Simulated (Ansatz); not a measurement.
**CH₇ClSiSn: one species, many methods**

An exercise on one series of results from a longer session: the logs are not shown, and one member is left open.

Program: Ansatz 0.2.0, Gaussian basis. Level of theory: functionals in def2-TZVPP, the program's frozen cores in correlated methods. These are calculated values, not measurements.

The runs, in order: PBE-D4, r2SCAN-D4, PBE0-D4, B3LYP-D4, ωB97X-V, ωB97M-V, B2PLYP; CCSD(T)/def2-TZVPP; MP2/def2-QZVPP; extrapolation to the limit.

**The geometry**

An earlier PBE0-D4 in a triple-zeta def2 set relaxation fixed the geometry. Sn takes the def2 core potential; no spin-orbit term is included.

SMILES `C[SiH](Cl)[SnH3]`, 11 atoms, charge 0, spin multiplicity 1.

Atoms are counted from 1 here; the program's logs count them from 0.

Bond lengths: C1–Si2 1.864 Å, C1–H5 1.094 Å, C1–H6 1.092 Å, C1–H7 1.092 Å, Si2–Cl3 2.072 Å, Si2–Sn4 2.566 Å, Si2–H8 1.487 Å, Sn4–H9 1.710 Å, Sn4–H10 1.708 Å, Sn4–H11 1.706 Å. Angles: Si2–C1–H5 110.0°, Si2–C1–H6 110.4°, Si2–C1–H7 110.9°, H5–C1–H6 108.5°, H5–C1–H7 108.5°, H6–C1–H7 108.5°, C1–Si2–Cl3 108.8°, C1–Si2–Sn4 113.0°, C1–Si2–H8 110.2°, Cl3–Si2–Sn4 107.8°, Cl3–Si2–H8 106.4°, Sn4–Si2–H8 110.5°, Si2–Sn4–H9 110.7°, Si2–Sn4–H10 110.2°, Si2–Sn4–H11 110.9°, H9–Sn4–H10 108.0°, H9–Sn4–H11 108.3°, H10–Sn4–H11 108.6°.

Set-up of the first run:

Input file in.yaml:

```yaml
crystal:
  periodic: [false, false, false]
  atoms:
    - {symbol: C, position_ang: [0.156573, 1.579697, 0.897768]}
    - {symbol: Si, position_ang: [0.345507, -0.270620, 0.778681]}
    - {symbol: Cl, position_ang: [2.358519, -0.744257, 0.906461]}
    - {symbol: Sn, position_ang: [-0.547437, -1.228247, -1.427950]}
    - {symbol: H, position_ang: [-0.902793, 1.849446, 0.868534]}
    - {symbol: H, position_ang: [0.581721, 1.946236, 1.834921]}
    - {symbol: H, position_ang: [0.663066, 2.077841, 0.068855]}
    - {symbol: H, position_ang: [-0.314088, -0.930418, 1.936086]}
    - {symbol: H, position_ang: [-2.219079, -0.906316, -1.594617]}
    - {symbol: H, position_ang: [0.261425, -0.513435, -2.751066]}
    - {symbol: H, position_ang: [-0.318013, -2.917026, -1.496974]}
basis:
  gaussian: {orbitals: def2-TZVPP}
hamiltonian: {xc: pbe, dispersion: d4}
output: {forces: true, orbitals: {seedname: orbitals}}
```

Command:

```bash
ansatz run in.yaml --threads 4 --pin off --events-out ev --progress --plain --max-ram 10444MiB
```

Steps of the session up to this table: PBE-D4 (GGA); r2SCAN-D4 (meta-GGA); PBE0-D4 (hybrid); B3LYP-D4 (hybrid); ωB97X-V (range-separated); ωB97M-V (range-separated); B2PLYP (double hybrid); CCSD(T) in def2-TZVPP; MP2 in def2-QZVPP.

One table of the session follows, with a row left open; its other results are not shown here.

```
            method  atomisation energy (kJ/mol)
            PBE-D4                       3334.5
         r2SCAN-D4                       3344.8
           PBE0-D4                       3322.5
          B3LYP-D4                       3325.3
           ωB97X-V                       3369.3
           ωB97M-V                       3347.5
            B2PLYP                       3281.5
     HF/def2-TZVPP                       2507.6
    MP2/def2-TZVPP                       3253.8
   CCSD/def2-TZVPP                       3234.5
CCSD(T)/def2-TZVPP                       3272.9
           MP2/CBS                       3339.3
       CCSD(T)/CBS                            ?
```

Estimate the missing values for CCSD(T)/CBS.

As computed: atomisation energy (kJ/mol): 3358.4. In the column «atomisation energy (kJ/mol)» it lies between ωB97M-V (3347.5) and ωB97X-V (3369.3).

Among the levels timed on like hardware and quicker than the yardstick, those that no quicker one beats, quickest first: PBE-D4 (3 s, -23.9 kJ/mol); r2SCAN-D4 (5.5 s, -13.6 kJ/mol); ωB97X-V (10 s, +10.9 kJ/mol).

B2PLYP carry no dispersion term (for B3LYP, D4 adds 43.6 kJ/mol).

To keep in mind: All levels share the lack of spin-orbit coupling, which lowers the free heavy atoms and so the true binding.
